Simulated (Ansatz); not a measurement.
**C2H6GeSi: one species, many methods**

An exercise on one series of results from a longer session: the logs are not shown, and one member is left open.

The runs use Ansatz 0.2.0, Gaussian basis; functionals in def2-TZVPP, the program's frozen cores in correlated methods.

Levels to be run: PBE-D4, r2SCAN-D4, PBE0-D4, B3LYP-D4, ωB97X-V, ωB97M-V, B2PLYP; CCSD(T)/def2-TZVPP; MP2/def2-QZVPP; extrapolation to the limit.

## The relaxed structure

The geometry comes from an earlier relaxation with PBE0-D4 in a triple-zeta def2 set; it is a stationary point, not always the lowest conformer.

10 atoms, charge 0, spin multiplicity 1.

Atoms are counted from 1 here; the program's logs count them from 0.

Bond lengths: C1–C2 1.324 Å, C1–H5 1.089 Å, C1–H6 1.088 Å, C2–Si3 1.861 Å, C2–Ge4 1.974 Å, Si3–Ge4 2.327 Å, Si3–H7 1.485 Å, Si3–H8 1.485 Å, Ge4–H9 1.532 Å, Ge4–H10 1.532 Å. Angles: C2–C1–H5 121.8°, C2–C1–H6 122.4°, H5–C1–H6 115.8°, C1–C2–Si3 144.1°, C1–C2–Ge4 141.2°, Si3–C2–Ge4 74.6°, C2–Si3–Ge4 54.9°, C2–Si3–H7 117.8°, C2–Si3–H8 117.8°, Ge4–Si3–H7 121.4°, Ge4–Si3–H8 121.4°, H7–Si3–H8 112.0°, C2–Ge4–Si3 50.5°, C2–Ge4–H9 116.2°, C2–Ge4–H10 116.2°, Si3–Ge4–H9 122.2°, Si3–Ge4–H10 122.2°, H9–Ge4–H10 113.4°.

Geometry (Å):

```mol
C2H6GeSi
  3D, bonds by distance, orders not assigned

 10 10  0  0  0  0  0  0  0  0999 V2000
   -1.3677    0.7295   -0.9516 C   0  0
   -0.3772    0.1651   -0.2774 C   0  0
    0.5643   -1.4198   -0.0261 Si  0  0
    0.9890    0.5792    1.0859 Ge  0  0
   -1.9568    0.1737   -1.6803 H   0  0
   -1.6456    1.7727   -0.8157 H   0  0
    1.4348   -1.8904   -1.1335 H   0  0
   -0.1389   -2.5434    0.6438 H   0  0
    0.4721    0.8505    2.5026 H   0  0
    2.1092    1.5318    0.6551 H   0  0
  1  2  8  0
  2  3  8  0
  3  4  8  0
  1  5  8  0
  1  6  8  0
  3  7  8  0
  3  8  8  0
  4  9  8  0
  4 10  8  0
  2  4  8  0
M  END
```

The first run:

The input, in.yaml:

```yaml
crystal:
  periodic: [false, false, false]
  atoms:
    - {symbol: C, position_ang: [-1.367740, 0.729493, -0.951611]}
    - {symbol: C, position_ang: [-0.377244, 0.165062, -0.277445]}
    - {symbol: Si, position_ang: [0.564263, -1.419824, -0.026094]}
    - {symbol: Ge, position_ang: [0.989021, 0.579185, 1.085854]}
    - {symbol: H, position_ang: [-1.956848, 0.173713, -1.680278]}
    - {symbol: H, position_ang: [-1.645596, 1.772726, -0.815662]}
    - {symbol: H, position_ang: [1.434761, -1.890421, -1.133463]}
    - {symbol: H, position_ang: [-0.138889, -2.543350, 0.643823]}
    - {symbol: H, position_ang: [0.472102, 0.850483, 2.502573]}
    - {symbol: H, position_ang: [2.109168, 1.531832, 0.655104]}
basis:
  gaussian: {orbitals: def2-TZVPP}
hamiltonian: {xc: pbe, dispersion: d4}
output: {forces: true, orbitals: {seedname: orbitals}}
```

Started as:

```bash
$ ansatz run in.yaml --threads 4 --pin off --events-out ev --progress --plain --max-ram 10444MiB
```

Steps of the session up to this table: PBE-D4 (GGA); r2SCAN-D4 (meta-GGA); PBE0-D4 (hybrid); B3LYP-D4 (hybrid); ωB97X-V (range-separated); ωB97M-V (range-separated); B2PLYP (double hybrid); CCSD(T) in def2-TZVPP; MP2 in def2-QZVPP.

One of the session's tables, all rows but one given; the rest of the session is left out.

```
            method  atomisation energy (kcal/mol)
            PBE-D4                              ?
         r2SCAN-D4                          803.5
           PBE0-D4                          800.1
          B3LYP-D4                          797.1
           ωB97X-V                          802.3
           ωB97M-V                          797.2
            B2PLYP                          788.4
     HF/def2-TZVPP                          579.7
    MP2/def2-TZVPP                          785.9
   CCSD/def2-TZVPP                          768.4
CCSD(T)/def2-TZVPP                          781.6
           MP2/CBS                          804.8
       CCSD(T)/CBS                          800.5
```

**Question.** Estimate the row for PBE-D4.

The run gave: atomisation energy (kcal/mol): 810.6. In the column «atomisation energy (kcal/mol)» it is the highest.

To keep in mind: Free atoms (2 C, 1 Si, 1 Ge, 6 H) were run apart at each level; the atomisation energy is their sum less the molecule, without zero-point or spin-orbit terms.
